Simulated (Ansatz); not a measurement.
Task: a ranking of polymorphs by energy of 2 structures of WC, with Ansatz 0.2.0, Python API. Give the script and its output. Level of theory (first run): PBEsol, PAW, cutoff 550 eV, 16×16×16 k-points, cold smearing of 0.1 eV.

The script, `polymorphs.py`:
```python
import warnings

import ansatz as az
import numpy as np
import spglib

XC = "pbesol"
CUTOFF_EV = 550
K_SPACING = 0.16
OCCUPATIONS = "cold"
SIGMA = 0.1


def compute(name, crystal):
    calc = (
        crystal.calculation()
        .functional(XC)
        .basis(CUTOFF_EV)
        .kpoints(spacing=K_SPACING)
        .occupations(OCCUPATIONS, width=SIGMA)
        .stress()
        .band_table()
    )
    calc = calc.relax(force_tolerance=0.03, max_steps=60, cell=True)
    return calc.run(threads=1, backend="cpu")


def volume_per_atom(outcome):
    return abs(np.linalg.det(outcome.lattice.cell_ang)) / len(outcome.lattice.sites)


def space_group(outcome):
    sites = outcome.report["lattice"]["sites"]
    kinds = sorted({site["symbol"] for site in sites})
    cell = (outcome.lattice.cell_ang, [site["position_frac"] for site in sites], [kinds.index(site["symbol"]) for site in sites])
    return spglib.get_spacegroup(cell, symprec=0.01)

warnings.simplefilter("ignore", az.DeckWarning)

phases = {}
fm_3m = (
    az.Lattice.of((0.0, 2.192684, 2.192684), (2.192684, 0.0, 2.192684), (2.192684, 2.192684, 0.0))
    .atom("W", (0.0, 0.0, 0.0))
    .atom("C", (0.5, 0.5, 0.5))
)
phases["Fm-3m"] = fm_3m
p_6m2 = (
    az.Lattice.of((2.9065, 0.0, 0.0), (-1.45325, 2.517103, 0.0), (0.0, 0.0, 2.8366))
    .atom("W", (0.0, 0.0, 0.0))
    .atom("C", (2 / 3, 1 / 3, 0.5))
)
phases["P-6m2"] = p_6m2

done = {}
for name, crystal in phases.items():
    try:
        done[name] = compute(name, crystal)
    except az.NonConvergedError as error:
        print(name, "did not converge:", str(error)[:120])

energy = {name: o.report["energy_sigma0_ev"] / len(o.lattice.sites) for name, o in done.items()}
lowest = min(energy.values())
rows = [(name, len(o.lattice.sites), 1000 * (energy[name] - lowest), volume_per_atom(o), space_group(o)) for name, o in done.items()]
rows.sort(key=lambda row: row[2])
print("     phase       atoms  dE (meV/atom)  V (A^3/atom)  space group")
for row in rows:
    print(f"{str(row[0]):>10}  {row[1]:10d}  {row[2]:13.1f}  {row[3]:12.3f}  {str(row[4]):>11}")
print("lowest in energy:", rows[0][0])
```

`python polymorphs.py` gives:
```text
     phase       atoms  dE (meV/atom)  V (A^3/atom)  space group
     P-6m2           2            0.0        10.284  P-6m2 (187)
     Fm-3m           2          452.0        10.255  Fm-3m (225)
lowest in energy: P-6m2
```

By space group at the end of each run: P-6m2 (+0 meV an atom, 10.3 Å³) and Fm-3m (+452 meV an atom, 10.3 Å³).

Caveats:
- Spin-orbit coupling, which matters for elements this heavy, is left out.
- The cells come from databases of deposited and of computed structures, and not all need be stable phases.
- The ranking holds among these structures alone, at zero temperature; the ground state may be another structure. Differences under 10 to 15 meV an atom lie within the error of mesh and functional.
- It ran for 49 s on 1 thread of Intel(R) Xeon(R) 6975P-C (Granite Rapids), with other jobs on the host, peak memory 0.55 GiB.
